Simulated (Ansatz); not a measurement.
# F3H5O4W: the cost of one run

All numbers below are computed with Ansatz 0.2.0 (RKS PBE/def2-SVP).

### Step 1. The starting structure

Bond lengths: W1–F2 2.200 Å, W1–F3 1.850 Å, W1–O4 1.940 Å, O4–H5 1.010 Å, W1–O6 1.940 Å, O6–H7 1.010 Å, W1–O8 1.940 Å, O8–H9 1.010 Å, W1–F10 1.850 Å, W1–O11 2.240 Å, O11–H12 1.010 Å, W1–H13 2.250 Å. Angles (14 of 32 angles, heavy atoms first): F2–W1–F3 90.0°, F2–W1–O4 90.0°, F2–W1–O6 90.0°, F2–W1–O8 90.0°, F2–W1–F10 180.0°, F2–W1–O11 71.6°, F3–W1–O4 90.0°, F3–W1–O6 180.0°, F3–W1–O8 90.0°, F3–W1–F10 90.0°, F3–W1–O11 48.9°, O4–W1–O6 90.0°, O4–W1–O8 180.0°, O4–W1–F10 90.0°.

Structure file:

```xyz
13

W     0.0000    0.0000    0.0000
F     0.0000    0.0000    2.2000
F     1.8500    0.0000    0.0000
O     0.0000    1.9400    0.0000
H    -0.6343    2.2771   -0.7100
O    -1.9400    0.0000    0.0000
H    -2.2771   -0.1263    0.9437
O     0.0000   -1.9400    0.0000
H     0.3816   -2.2771    0.8723
F     0.0000    0.0000   -1.8500
O     1.4721    1.5335    0.7063
H     2.2027    1.0805    1.2365
H     0.8771    0.9137    1.8599
```

### Step 2. A restrained relaxation towards end A

Springs on the bonds that form and break draw the guess towards this end; the thresholds are loose.

input.yaml reads:

```yaml
crystal:
  periodic: [false, false, false]
  atoms:
    - { symbol: W, position_ang: [0.0, 0.0, 0.0] }
    - { symbol: F, position_ang: [0.0, 0.0, 2.2] }
    - { symbol: F, position_ang: [1.85, 0.0, 0.0] }
    - { symbol: O, position_ang: [0.0, 1.94, 0.0] }
    - { symbol: H, position_ang: [-0.6343, 2.2771, -0.71] }
    - { symbol: O, position_ang: [-1.94, 0.0, 0.0] }
    - { symbol: H, position_ang: [-2.2771, -0.1263, 0.9437] }
    - { symbol: O, position_ang: [0.0, -1.94, 0.0] }
    - { symbol: H, position_ang: [0.3816, -2.2771, 0.8723] }
    - { symbol: F, position_ang: [0.0, 0.0, -1.85] }
    - { symbol: O, position_ang: [1.4721, 1.5335, 0.7063] }
    - { symbol: H, position_ang: [2.2027, 1.0805, 1.2365] }
    - { symbol: H, position_ang: [0.8771, 0.9137, 1.8599] }
basis:
  gaussian: { orbitals: def2-SVP }
hamiltonian:
  xc: pbe
relax:
  f_tol: 0.15
  max_steps: 25
  restrain:
    - { distance: [0, 10], at: 3.14, k: 30.0 }
    - { distance: [12, 1], at: 2.12, k: 30.0 }
    - { distance: [0, 1], at: 1.85, k: 30.0 }
    - { distance: [12, 10], at: 1.01, k: 30.0 }
output:
  orbitals: {}
```

Run with:

```console
$ ansatz run input.yaml --threads 4 --pin off --max-ram 5120MiB --backend cpu --events-out ev --progress --plain --runs-dir out
```

Q: Estimate wall time and peak memory on 4 threads of Arm Neoverse V2, shared host.

About 52 s, with a peak of 0.23 GiB.
